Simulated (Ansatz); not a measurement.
# GaClF (quartet): from Hartree-Fock to the top rungs at a displaced geometry (v1), cc-pVDZ

An exercise on one series of results from a longer session: the logs are not shown, and one member is left open.

Computed with Ansatz 0.2.0, Gaussian basis. Level: cc-pVDZ, core rule «outside noble gas», up to 20 orbitals frozen.

The runs, in order: UHF; CCSD(T) on ROHF; CCSD(T) on UHF; BCCD(T) on ROHF; CISD as a restricted active space (open shells left free, so some higher excitations enter); CCSDT(Q) on ROHF; CCSDT(Q) on UHF.

44 further runs of the same task are left out: 16 for a known fault of the program, 12 that didn't finish, 16 set aside as unsound or not needed. Runs told in other sessions of the task aren't counted.

## What is computed

The geometry is a PBE0/def2-TZVP stationary point (not a proven minimum) with its atoms shifted at random (size 0.040 Å). No spin-orbit coupling is included. The filled d shell of Ga may be among the frozen orbitals whatever the setting's name suggests.

3 atoms, charge 0, spin multiplicity 4.

Atoms are counted from 1 here; the program's logs count them from 0.

Bond lengths: Cl1–Ga2 2.358 Å, Ga2–F3 1.807 Å. Angles: Cl1–Ga2–F3 67.1°.

Set-up of the first run:

Contents of in.yaml:

```yaml
crystal:
  periodic: [false, false, false]
  atoms:
    - {symbol: Cl, position_ang: [-0.006743, 0.226195, 1.581516]}
    - {symbol: Ga, position_ang: [-0.007576, 0.268541, -0.775966]}
    - {symbol: F, position_ang: [0.040388, -1.407632, -0.103523]}
basis:
  gaussian: {orbitals: cc-pVDZ}
magnetization: {spin_polarized: true, initial_magnetization: 3}
hamiltonian: {xc: hf}
output: {orbitals: {seedname: orbitals}}
```

Command:

```sh
> ansatz run in.yaml --threads 1 --pin off --events-out ev --progress --plain --max-ram 2393MiB
```

Steps of the session up to this table: UHF; CCSD(T) on ROHF; CCSD(T) on UHF; BCCD(T) on ROHF; CISD as a restricted active space (open shells left free, so some higher excitations enter); CCSDT(Q) on ROHF; CCSDT(Q) on UHF.

One table of the session follows, with a row left open; its other results are not shown here.

It belongs to the step «Misses and costs». 

```
   method  from RCCSDT(Q) (kJ/mol)
     ROHF                        ?
      UHF                   +970.6
     RMP2                    +82.8
     UMP2                    +81.2
    RCCSD                    +25.8
    UCCSD                    +23.9
 RCCSD(T)                     +5.2
 UCCSD(T)                     +3.6
  BCCD(T)                     +4.7
   RCCSDT                     +1.8
   UCCSDT                     +0.3
RCCSDT(Q)                        0
UCCSDT(Q)                     -2.3
```

Estimate the missing values for ROHF.

As computed: from RCCSDT(Q) (kJ/mol): +986.7. In the column «from RCCSDT(Q) (kJ/mol)» it is the highest.

Not comparable, so not listed: CISD as a restricted active space (open shells left free, so some higher excitations enter) (they don't share determinant, frozen orbitals or solution with the rows shown, or repeat one).

Limits of these values: Restricted and unrestricted rows rest on different reference determinants; a gap between their highest levels can come from leftover correlation error, from unlike frozen cores or from another state.
